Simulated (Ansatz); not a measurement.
# BFH4N2: the cost of one run

Method: RHF/def2-SVP, in Ansatz 0.2.0.

## (1) The structure to begin with

Bond lengths: B1–F2 1.320 Å, B1–N3 1.550 Å, N3–H4 1.060 Å, N3–H5 1.060 Å, B1–N6 1.550 Å, N6–H7 1.060 Å, N6–H8 1.060 Å. Angles: F2–B1–N3 120.0°, F2–B1–N6 120.0°, N3–B1–N6 120.0°, B1–N3–H4 120.0°, B1–N3–H5 120.0°, H4–N3–H5 120.0°, B1–N6–H7 120.0°, B1–N6–H8 120.0°, H7–N6–H8 120.0°.

As a file:

```xyz
8

B     0.0000    0.0000    0.0000
F     0.0000    0.0000    1.3200
N     1.3423    0.0000   -0.7750
H     1.8089   -0.9179   -1.0268
H     1.7937    0.9179   -1.0532
N    -1.3423    0.0000   -0.7750
H    -2.0112   -0.8164   -0.6764
H    -1.5914    0.8164   -1.4036
```

## (2) Relaxing the start

input.yaml

```yaml
crystal:
  periodic: [false, false, false]
  atoms:
    - { symbol: B, position_ang: [0.0, 0.0, 0.0] }
    - { symbol: F, position_ang: [0.0, 0.0, 1.32] }
    - { symbol: "N", position_ang: [1.3423, 0.0, -0.775] }
    - { symbol: H, position_ang: [1.8089, -0.9179, -1.0268] }
    - { symbol: H, position_ang: [1.7937, 0.9179, -1.0532] }
    - { symbol: "N", position_ang: [-1.3423, 0.0, -0.775] }
    - { symbol: H, position_ang: [-2.0112, -0.8164, -0.6764] }
    - { symbol: H, position_ang: [-1.5914, 0.8164, -1.4036] }
basis:
  gaussian: { orbitals: def2-SVP }
hamiltonian:
  xc: hf
relax:
  f_tol: 0.02
  max_steps: 40
```

On the command line:

```
$ ansatz run input.yaml --threads 1 --pin off --max-ram 2048MiB --backend cpu --events-out ev --progress --plain --runs-dir out
```

What time and memory should one allow on 1 thread of Arm Neoverse V1, shared host?

About 17 s, with a peak of 0.13 GiB.
